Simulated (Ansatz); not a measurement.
**SiH₃Br: geometry and frequencies at several levels**

Aim: geometry and frequencies at several levels, for SiH₃Br, with the cost of each level.

Program: Ansatz 0.2.0. Level of theory: the levels named in each step. These are calculated values, not measurements.

## Step 1: Starting point

Bond lengths: Si1–Br2 2.210 Å, Si1–H3 1.452 Å, Si1–H4 1.456 Å, Si1–H5 1.452 Å. Angles: Br2–Si1–H3 105.7°, Br2–Si1–H4 105.5°, Br2–Si1–H5 105.7°, H3–Si1–H4 113.0°, H3–Si1–H5 113.0°, H4–Si1–H5 113.1°.

Coordinates:

```xyz
5

Si   -1.5788    0.0694   -0.0175
Br    0.6294   -0.0277    0.0070
H    -1.9071    1.4532   -0.3125
H    -2.0011   -0.3450    1.3127
H    -2.0002   -0.8485   -1.0611
```

## Step 2: A rough first relaxation, PBE-D4/def2-SVP

input.yaml

```yaml
crystal:
  periodic: [false, false, false]
  atoms:
    - { symbol: Si, position_ang: [-1.57877, 0.06943, -0.01749] }
    - { symbol: Br, position_ang: [0.62945, -0.02769, 0.00697] }
    - { symbol: H, position_ang: [-1.90709, 1.45324, -0.31246] }
    - { symbol: H, position_ang: [-2.00108, -0.34499, 1.31271] }
    - { symbol: H, position_ang: [-2.00018, -0.84849, -1.06107] }
basis:
  gaussian: { orbitals: def2-SVP }
hamiltonian:
  xc: pbe
  dispersion: d4
relax:
  f_tol: 0.03
  max_steps: 200
```

Command:

```console
$ ansatz run input.yaml --threads 2 --pin off --max-ram 5120MiB --backend cpu --events-out ev --progress --plain --runs-dir out
```

The runs that follow: Relaxation, HF/STO-3G; Frequencies, HF/STO-3G; Relaxation, HF/def2-SVP; Frequencies, HF/def2-SVP; Relaxation, LDA/def2-SVP; Frequencies, LDA/def2-SVP; Relaxation, PBE-D4/def2-SVP; Frequencies, PBE-D4/def2-SVP; Relaxation, PBE0-D4/def2-TZVPP; Relaxation, MP2/def2-TZVPP; Frequencies, MP2/def2-TZVPP.

Before running it: what results should come out? Wanted: Si1–Br2 at MP2/def2-TZVPP; frequencies at MP2/def2-TZVPP.

As calculated:

| quantity | value |
| --- | --- |
| Si1–Br2 at MP2/def2-TZVPP | 2.213 Å |
| frequencies at MP2/def2-TZVPP | 442 to 2328 cm⁻¹ |

In words: The Si–Br distance spreads over 0.036 Å, from HF/STO-3G (shortest) to PBE-D4/def2-SVP. No mode is imaginary, so the geometry is a minimum.
